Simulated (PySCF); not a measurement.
# BeF4: the cost of one run

The runs use PySCF 2.14.0, with density-fitted response routines of our own; the level of theory stands in each step. All values are computed, except where a source is named. Atoms are numbered from 0 throughout.

**1. The molecule as given**

5 atoms, charge -2, multiplicity 1; geometry from: GFN2-xTB. The atoms were then displaced at random by about 0.01 Å, so the start is not that level's minimum.

Bonds of the start (Å): F0–Be1 1.64, Be1–F2 1.62, Be1–F3 1.59, Be1–F4 1.62.

**2. Relaxing the molecule at PBE0-D3(BJ)/def2-TZVP**

Job settings and geometry (Å):

```
{"job": {"xc": "PBE0", "basis": "def2-TZVP", "d3": "d3bj", "grid": 2, "shake": 0.01, "kind": "geom"}, "charge": -2, "multiplicity": 1}
F      1.598720    -0.197910     0.269800
Be    -0.003900    -0.003870    -0.005850
F     -0.332030     1.531320    -0.387290
F     -0.784840    -0.403430     1.317040
F     -0.444380    -0.960080    -1.231580
```

Run with:

```
$ OMP_NUM_THREADS=1 python probes_run.py task.json out
```

This one command runs all jobs of the session in turn.

Q: Estimate the wall time and peak memory of this first job on 1 thread of Intel Xeon 6975P-C, shared host.

About 18 s, with a peak of 0.55 GiB.
